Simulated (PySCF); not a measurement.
# The bond of PbF−, level by level

The task here is to estimate one member of a computed series from the others.

Program: PySCF 2.14.0. Level of theory: Pb aug-cc-pVDZ-PP with ECP60, F aug-cc-pVDZ, scalar-relativistic core potentials. These are calculated values, not measurements.

1 further run of the same task is left out (it didn't finish).

The first run:

Settings of the job:

| Item | Value |
| --- | --- |
| atoms | Pb, F |
| charge | -1 |
| basis | Pb aug-cc-pVDZ-PP with ECP60, F aug-cc-pVDZ |
| Hamiltonian | scalar-relativistic core potentials |
| basis functions | 55 |
| electrons treated | 32 |
| masses in u | 207.9766, 18.9984 |
| levels | PBE0, PBE, r²SCAN, PBEsol, MN15, r²SCAN0, HF, MP2, SCS-MP2 |
| grid | 80 radial by 434 angular points |
| occupations | held fixed by the projection of orbital angular momentum |
| dissociation limit | Pb + F−, each in its ground configuration |
| starting distance in angstrom | 2.110 |
| values of 2S to try | 0, 2 |

The run is started by

```
$ OMP_NUM_THREADS=1 python dia.py task.json out
```

Among the steps run: The job; First curve: PBE0; Other states along the same grid; PBE (GGA); r²SCAN; PBEsol (GGA); MN15 (hybrid meta-GGA); r²SCAN0 (hybrid meta-GGA); UHF (mean field).

One of the session's tables, all rows but one given; the rest of the session is left out.

It belongs to the step «The curves together». Energy (eV) from each level's lowest point:

```
R (Å)    UHF  UHF-MP2  UHF-SCS-MP2    PBE  PBEsol
1.877  0.762    0.819        0.847  0.909   0.808
1.965  0.314    0.351        0.370  0.412   0.345
2.052      ?        ?            ?      ?       ?
2.118  0.014    0.023        0.028  0.039   0.021
2.183  0.000    0.000        0.000  0.000   0.000
2.248  0.027    0.021        0.016  0.006   0.023
2.336  0.106    0.095        0.084  0.063   0.100
2.445  0.244    0.233        0.215  0.182   0.241
2.576  0.435    0.429        0.404  0.360   0.442
2.751  0.690    0.700        0.665  0.611   0.718
```

**Question.** Estimate the row for R (Å) = 2.052.

Worked estimate for «UHF». A straight line through the neighbours (1.965, 0.314) and (2.118, 0.014) gives 0.314 + (0.014 − 0.314) × (2.052 − 1.965) / (2.118 − 1.965) = 0.143; a parabola fitted to 4 rows on both sides gives 0.076.

**Answer.** UHF: 0.087; UHF-MP2: 0.106; UHF-SCS-MP2: 0.117; PBE: 0.141; PBEsol: 0.102. In «UHF» the line misses by +0.056 and the parabola by -0.011.
